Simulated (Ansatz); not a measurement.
# TiB: properties at the relaxed cell

One table from this session's results is given with a row withheld; the runs are named, their logs left out.

Method: DFT PBEsol, scalar-relativistic, plane waves, PAW, in Ansatz 0.2.0.

## The starting structure

The structure is orthorhombic, space group Pnma (No. 62). The conventional cell has a = 6.059 Å, b = 3.033 Å, c = 4.527 Å, α = 90.00°, β = 90.00°, γ = 90.00°. Around Ti (site symmetry m) lie 7 B at 2.33 to 2.53 Å. B (site symmetry m) has 2 B at 1.80 Å and 7 Ti at 2.33 to 2.53 Å as nearest neighbours.

As a file:

```cif
data_structure
_symmetry_space_group_name_H-M 'P 1'
_symmetry_Int_Tables_number 1
_cell_length_a 6.0586
_cell_length_b 3.0330
_cell_length_c 4.5268
_cell_angle_alpha 90.000
_cell_angle_beta 90.000
_cell_angle_gamma 90.000
_cell_volume 83.18
loop_
_atom_site_label
_atom_site_type_symbol
_atom_site_fract_x
_atom_site_fract_y
_atom_site_fract_z
_atom_site_occupancy
Ti1 Ti 0.17739 0.25000 0.12201 1
Ti2 Ti 0.82261 0.75000 0.87799 1
Ti3 Ti 0.32261 0.75000 0.62201 1
Ti4 Ti 0.67739 0.25000 0.37799 1
B1 B 0.03019 0.25000 0.60008 1
B2 B 0.96981 0.75000 0.39992 1
B3 B 0.46981 0.75000 0.10008 1
B4 B 0.53019 0.25000 0.89992 1
```

It is the result of an earlier relaxation at this level (volume 10.40 Å³/atom; gap on the mesh: none (metal)).

Set-up of the first run:

Input file input.yaml:

```yaml
crystal:
  lattice:
    - [5.9974319429, 0.0, 0.0]
    - [0.0, 3.0023567561, 0.0]
    - [0.0, 0.0, 4.48103209]
  atoms:
    - { symbol: Ti, position: [0.1773861336, 0.25, 0.1220126271] }
    - { symbol: Ti, position: [0.8226138664, 0.75, 0.8779873729] }
    - { symbol: Ti, position: [0.3226138664, 0.75, 0.6220126271] }
    - { symbol: Ti, position: [0.6773861336, 0.25, 0.3779873729] }
    - { symbol: B, position: [0.0301911764, 0.25, 0.6000783173] }
    - { symbol: B, position: [0.9698088236, 0.75, 0.3999216827] }
    - { symbol: B, position: [0.4698088236, 0.75, 0.1000783173] }
    - { symbol: B, position: [0.5301911764, 0.25, 0.8999216827] }
basis:
  ecutwfc: 420
kpoints:
  mp_grid: { grid: [6, 12, 8] }
hamiltonian:
  xc: pbesol
scf:
  occupations: { method: gaussian, width: 0.1 }
output:
  forces: true
  stress: true
  eigenvalues: true
relax:
  adjacent_minimum: "off"
  f_tol: 0.01
  max_steps: 30
  cell: { stress_tol: 0.1, fix: [volume] }
```

On the command line:

```console
$ ansatz run input.yaml --threads 2 --pin off --max-ram 5120MiB --backend cpu --events-out ev --progress --plain --runs-dir out
```

Steps of the session up to this table: Volume × 0.97; Point at V/V0 = 1.03; The cell scaled to 0.94 of its volume; The cell scaled to 1.06 of its volume.

One of the session's tables, all rows but one given; the rest of the session is left out.

It belongs to the step «Equation of state». 

```
volume (Å³/atom)  energy above the lowest point (meV/atom)  pressure (GPa)
           9.774                                      28.2           15.28
          10.086                                         ?               ?
          10.398                                       0.0           -0.02
          10.710                                       6.1           -6.09
          11.022                                      23.2          -11.30
```

Estimate the missing values for volume (Å³/atom) = 10.086.

Worked estimate for «energy above the lowest point (meV/atom)». A straight line through the neighbours (9.774, 28.2) and (10.398, 0.0) gives 28.2 + (0.0 − 28.2) × (10.086 − 9.774) / (10.398 − 9.774) = 14.1; a parabola fitted to 3 rows on both sides gives 7.4.

**Answer.** energy above the lowest point (meV/atom): 6.7; pressure (GPa): 7.05. In «energy above the lowest point (meV/atom)» the line misses by +7.4 and the parabola by +0.7.
